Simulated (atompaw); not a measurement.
# Cu: the cost of one run

Method: atompaw 4.2.0.5, PBE, scalar-relativistic.

## (1) Settings

Typed settings, in words:

| Item | Value |
| --- | --- |
| element | copper (Cu, Z = 29) |
| type | PAW |
| frozen core | [Ne] 3s2 |
| valence charge | 17 |
| reference configuration | 3p6 3d9 4s2 4p0 |
| partial waves | 4s (bound): rc 2.35 bohr; 4s channel at -0.15 Ry: rc 2.35 bohr; 3p (bound): rc 0.75 bohr; 4p (bound, empty): rc 2.35 bohr; 3d (bound): rc 0.85 bohr; 3d channel at -0.15 Ry: rc 0.85 bohr |
| local potential | ultrasoft scheme with l = 3 at 1 Ry, radius 2.35 bohr |
| core correction | smooth core density matched at 2.00 bohr |
| augmentation charge | besselshape compensation charge, radius 2.00 bohr; PAW radius 2.35 bohr; waves and projectors: custom rrkj gramschmidtortho |

The nodes and maxima of the atom's own shells, from an earlier all-electron run, set the scale for the radii.

All-electron outer shells of the reference configuration (PBE, scalar-relativistic, ld1.x):

```csv
shell,level (eV),outermost node (bohr),outermost maximum (bohr)
2p,-922.70,–,0.16
3s,-120.00,0.29,0.61
3p,-77.31,0.26,0.62
3d,-9.52,–,0.60
4s,-5.81,0.88,2.16
4p,-1.17,0.96,3.14
```

## (2) The generation run

The input, Cu.input:

```
Cu 29
GGA-PBE scalarrelativistic loggrid 1500 logderivrange -8 5 326
4 4 3 0 0 0
4 1 0
3 2 9
0 0 0
c
c
c
v
c
v
v
v
2
2.35 2.00 2.35 2.00
y
-0.15
n
n
y
-0.15
n
custom rrkj gramschmidtortho besselshape
3 1 ultrasoft
2.35
2.35
0.75
2.35
0.85
0.85
PWSCFOUT
UPFDX 0.0125d0 UPFXMIN -7.d0 UPFZMESH 29.d0
END
```

Launch:

```
atompaw < Cu.input > Cu.log
```

**Question.** How long does this run take on 1 thread of Intel Xeon Platinum 8259CL at 2.50GHz, shared host?

About 15 s.
